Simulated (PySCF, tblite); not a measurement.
# C₆H₁₀B₂S: geometry, infrared bands and NMR shifts

Aim: predict the infrared bands and NMR shifts of C₆H₁₀B₂S (`BCCBc1cccs1`).

The runs use tblite 0.8.0 and PySCF 2.14.0, with density-fitted response routines of our own; the level of theory stands in each step. All values are computed, except where a source is named. Atoms count from 0, in the outputs and in this text.

## Step 1: The molecule as given

19 atoms, charge 0, multiplicity 1; geometry from: force field or distance geometry start.

Bonds of the start (Å): B0–C1 1.59, C1–C2 1.53, C2–B3 1.60, B3–C4 1.56, C4–C5 1.36, C5–C6 1.34, C6–C7 1.37, C7–S8 1.78, S8–C4 1.76, B0–H9 1.20, B0–H10 1.21, C1–H11 1.11, C1–H12 1.11, C2–H13 1.10, C2–H14 1.11, B3–H15 1.22, C5–H16 1.12, C6–H17 1.13, C7–H18 1.06.

## Step 2: Geometry optimisation with GFN2-xTB

Job settings and geometry (Å):

```
{"job": {"kind": "relax", "xc": "GFN2-xTB", "basis": "xTB"}, "charge": 0, "multiplicity": 1}
B     -3.234300     0.820200     0.094900
C     -2.287200     0.422100    -1.121500
C     -1.261700    -0.615500    -0.646600
B     -0.424200     0.067200     0.528000
C      1.124100     0.157900     0.411600
C      2.008800    -0.871300     0.378500
C      3.317300    -0.596800     0.256900
C      3.719200     0.706000     0.168800
S      2.164800     1.568200     0.251300
H     -3.870200    -0.058600     0.613300
H     -3.861300     1.836000    -0.090600
H     -1.780800     1.361300    -1.444100
H     -2.903800     0.050700    -1.965200
H     -1.749300    -1.543400    -0.324600
H     -0.573300    -0.778200    -1.508400
H     -0.824300    -0.263200     1.631500
H      1.635400    -1.920000     0.467000
H      4.090000    -1.415200     0.236300
H      4.700800     1.081900     0.070700
```

Command:

```bash
OMP_NUM_THREADS=1 python probes_run.py task.json out
```

The driver reads the jobs from task.json and runs them one after another.

**Question.** This job is followed by: GFN2-xTB harmonic vibrations, gas phase; GIAO PBE0/pcSseg-1 NMR shielding, non-relativistic, gas phase. What will the session give for the following? strongest single infrared mode (GFN2-xTB); zero-point energy (GFN2-xTB); 13C shifts against TMS (PBE0/pcSseg-1); 1H shifts against TMS (PBE0/pcSseg-1, means over atoms taken as alike); 11B shifts against BF3·OEt2 (PBE0/pcSseg-1); 33S shifts against CS2 (PBE0/pcSseg-1).

As calculated:

```
                                                              quantity                                         value
                             strongest single infrared mode (GFN2-xTB)                          856 cm⁻¹, 166 km/mol
                                          zero-point energy (GFN2-xTB)                                 89.0 kcal/mol
                                13C shifts against TMS (PBE0/pcSseg-1)    157.9, 150.6, 145.0, 132.8, 35.3, 27.2 ppm
1H shifts against TMS (PBE0/pcSseg-1, means over atoms taken as alike)  8.20, 8.08, 7.98, 7.49, 6.80, 2.25, 2.12 ppm
                           11B shifts against BF3·OEt2 (PBE0/pcSseg-1)                                94.7, 67.7 ppm
                                33S shifts against CS2 (PBE0/pcSseg-1)                                       284 ppm
```

What this shows: Relaxing lowered the energy by 1.567 eV in 204 steps; the close pair that moved most is C7–S8, from 1.779 to 1.709 Å. All 51 modes are real, so the xTB geometry is a minimum. GFN2-xTB is a fitted tight-binding method: band positions and strengths are rough. Its intensities can rank the bands wrongly. At PBE0/pcSseg-1: The widest tensor belongs to S8: span 312 ppm, with a paramagnetic part of -838 ppm. NICS(1)zz of -28 ppm above the planar ring from C4 marks a diatropic (aromatic) ring current.
